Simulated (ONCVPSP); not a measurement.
**An ONCV potential for copper, from input to tests**

Do these settings give a usable potential? It is generated, then checked for transferability, scattering, ghosts and hardness.

The numbers are computed with ONCVPSP 4.0.1.1 (patched build) (PBEsol, scalar-relativistic, spin-unpolarised reference atom).

## Step 1: The atom and the settings

The settings as typed:

- element: copper (Cu, Z = 29)
- type: optimised norm-conserving Vanderbilt (ONCV)
- frozen core: [Ar]
- valence charge: 11
- reference configuration: 3d10 4s1
- partial waves: 4s: rc 2.30 bohr, ncon 4, nbas 7, qcut 2.6 1/bohr, 2 projectors, debl 1.9 Ha; p scattering state at 0.33 Ha: rc 1.95 bohr, ncon 4, nbas 9, qcut 5.1 1/bohr, 1 projector; 3d: rc 0.90 bohr, ncon 4, nbas 9, qcut 16.9 1/bohr, 2 projectors, debl 2.7 Ha
- local potential: polynomial inside 0.80 bohr (lpopt 5, dvloc0 2 Ha)
- core correction: Teter function, fcfact 3.25, rcfact 1.2

The outer shells as boxes (Hund's rule for the drawing; the calculation is spin-unpolarised):

```
[Ar] core
3d [↑↓][↑↓][↑↓][↑↓][↑↓]
4s [↑ ]
```

An earlier all-electron run gives the scale for the radii.

All-electron outer shells of the reference configuration (PBEsol, scalar-relativistic, ld1.x):

| shell | level (eV) | outermost node (bohr) | outermost maximum (bohr) |
| --- | --- | --- | --- |
| 3p | -72.00 | 0.26 | 0.62 |
| 3d | -5.06 | – | 0.60 |
| 4s | -4.61 | 0.89 | 2.27 |
| 4p | -0.64 | 0.98 | 3.56 |

## Step 2: Generation

The input, Cu.dat:

```
# ATOM AND REFERENCE CONFIGURATION
# atsym  z   nc   nv     iexc    psfile
  Cu 29.00    5    2  -116133      upf
#
#   n    l    f
    1    0    2.00
    2    0    2.00
    2    1    6.00
    3    0    2.00
    3    1    6.00
    3    2   10.00
    4    0    1.00
#
# PSEUDOPOTENTIAL AND OPTIMIZATION
# lmax
    2
#
#   l,   rc,      ep,       ncon, nbas, qcut
    0    2.30    0.00    4    7    2.60
    1    1.95    0.33    4    9    5.10
    2    0.90    0.00    4    9   16.90
#
# LOCAL POTENTIAL
# lloc, lpopt,  rc(5),   dvloc0
    4    5    0.80    2.00
#
# VANDERBILT-KLEINMAN-BYLANDER PROJECTORs
# l, nproj, debl
    0    2    1.90
    1    1    1.30
    2    2    2.70
#
# MODEL CORE CHARGE
# icmod, fcfact, rcfact
    3    3.25    1.20
#
# LOG DERIVATIVE ANALYSIS
# epsh1, epsh2, depsh
   -2.00    5.00    0.02
#
# OUTPUT GRID
# rlmax, drl
    6.00    0.01
#
# TEST CONFIGURATIONS
# ncnf
    4
# nvcnf
#   n    l    f
    2
    3    2   10.00
    4    0    0.00
#
    2
    3    2    9.00
    4    0    0.00
#
    2
    3    2    8.00
    4    0    0.00
#
    2
    3    2    9.00
    4    0    1.00
#
```

Command:

```bash
$ oncvpsp.x < Cu.dat > Cu.out
```

Q: Predict the outcome of this session. Wanted: cutoffs for 1 and 0.1 mHa per electron, occupied waves; bound ghosts; GHOST(+) flags; largest test error; largest phase difference near zero energy, channels read; rms error of d²Exc/dn², without and with the model core.

**Answer**, as computed:

```
                                                quantity                                   value
  cutoffs for 1 and 0.1 mHa per electron, occupied waves                       112 Ha and 127 Ha
                                            bound ghosts           s at -87.50 eV, p at -9.25 eV
                                          GHOST(+) flags                      none at low energy
                            largest test error (AE − PS)  -31 meV, for 3d9 4s1 (1 test unsolved)
largest phase difference near zero energy, channels read                               2.130 rad
 rms error of d²Exc/dn², without and with the model core                       7.97 and 4.70 mHa
```

In words: It has a bound ghost (s, p), a state that the atom doesn't have, and that rules the file out. The worst unpolarised test, 3d9 4s1, is off by 31 meV on 11.6 eV; by total energies transferability rates as fair where solved. Of the tests 1 gave no usable energy difference, which is a warning in itself. It counts as very hard, with 112 Ha needed at the looser tolerance. At the looser tolerance the 3d wave is the slowest; 4s needs 8 Ha. Of the channels read, p scatters worst near zero energy, by up to 2.13 rad. The pseudo curves have a pole with no partner nearby in the atom's: p at -0.33 Ha.
